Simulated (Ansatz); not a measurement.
# CH9AlN2: the cost of one run

All numbers below are computed with Ansatz 0.2.0 (RKS B3LYP/def2-SVP).

## Step 1: The system as given

Bond lengths: Al1–N2 2.237 Å, Al1–H3 1.541 Å, Al1–H4 1.544 Å, Al1–N6 2.238 Å, N6–C7 1.450 Å, N2–H8 1.011 Å, N2–H9 1.011 Å, N6–H10 1.013 Å, C7–H11 1.095 Å, C7–H12 1.091 Å, C7–H13 1.097 Å. Angles (14 of 18 angles, heavy atoms first): N2–Al1–N6 71.6°, Al1–N6–C7 120.9°, Al1–N2–H8 125.0°, Al1–N2–H9 122.7°, N2–Al1–H3 116.3°, N2–Al1–H4 113.3°, H3–Al1–N6 115.2°, H4–Al1–N6 112.9°, Al1–N6–H10 124.3°, C7–N6–H10 111.0°, N6–C7–H11 111.8°, N6–C7–H12 108.4°, N6–C7–H13 111.8°, H8–N2–H9 108.6°.

As a file:

```xyz
13

Al    0.3645    0.3707    1.5856
N    -1.5206    0.9756    0.5433
H     1.1712    1.5039    2.2482
H     0.2495   -0.9836    2.3189
H    -0.5604    0.5913   -0.3173
N     0.6711    0.1446   -0.6199
C     0.6597   -1.1656   -1.2421
H    -1.8149    1.9294    0.3858
H    -2.3313    0.3746    0.4884
H     1.1556    0.8185   -1.2007
H     1.6735   -1.5340   -1.4321
H     0.1680   -1.8649   -0.5641
H     0.1142   -1.1606   -2.1940
```

## Step 2: Pulling towards end A

Springs on the bonds that form and break draw the guess towards this end; the thresholds are loose.

input.yaml reads:

```yaml
crystal:
  periodic: [false, false, false]
  atoms:
    - { symbol: Al, position_ang: [0.3645, 0.3707, 1.5856] }
    - { symbol: "N", position_ang: [-1.5206, 0.9756, 0.5433] }
    - { symbol: H, position_ang: [1.1712, 1.5039, 2.2482] }
    - { symbol: H, position_ang: [0.2495, -0.9836, 2.3189] }
    - { symbol: H, position_ang: [-0.5604, 0.5913, -0.3173] }
    - { symbol: "N", position_ang: [0.6711, 0.1446, -0.6199] }
    - { symbol: C, position_ang: [0.6597, -1.1656, -1.2421] }
    - { symbol: H, position_ang: [-1.8149, 1.9294, 0.3858] }
    - { symbol: H, position_ang: [-2.3313, 0.3746, 0.4884] }
    - { symbol: H, position_ang: [1.1556, 0.8185, -1.2007] }
    - { symbol: H, position_ang: [1.6735, -1.534, -1.4321] }
    - { symbol: H, position_ang: [0.168, -1.8649, -0.5641] }
    - { symbol: H, position_ang: [0.1142, -1.1606, -2.194] }
basis:
  gaussian: { orbitals: def2-SVP }
hamiltonian:
  xc: b3lyp
relax:
  f_tol: 0.15
  max_steps: 25
  restrain:
    - { distance: [0, 5], at: 3.22, k: 30.0 }
    - { distance: [4, 1], at: 2.32, k: 30.0 }
    - { distance: [0, 1], at: 1.92, k: 30.0 }
    - { distance: [4, 5], at: 1.02, k: 30.0 }
```

Run with:

```
ansatz run input.yaml --threads 2 --pin off --max-ram 3072MiB --backend cpu --events-out ev --progress --plain --runs-dir out
```

Q: Estimate wall time and peak memory on 2 threads of AMD EPYC 7R13 (Zen 3), shared host.

About 18 s, with a peak of 0.24 GiB.
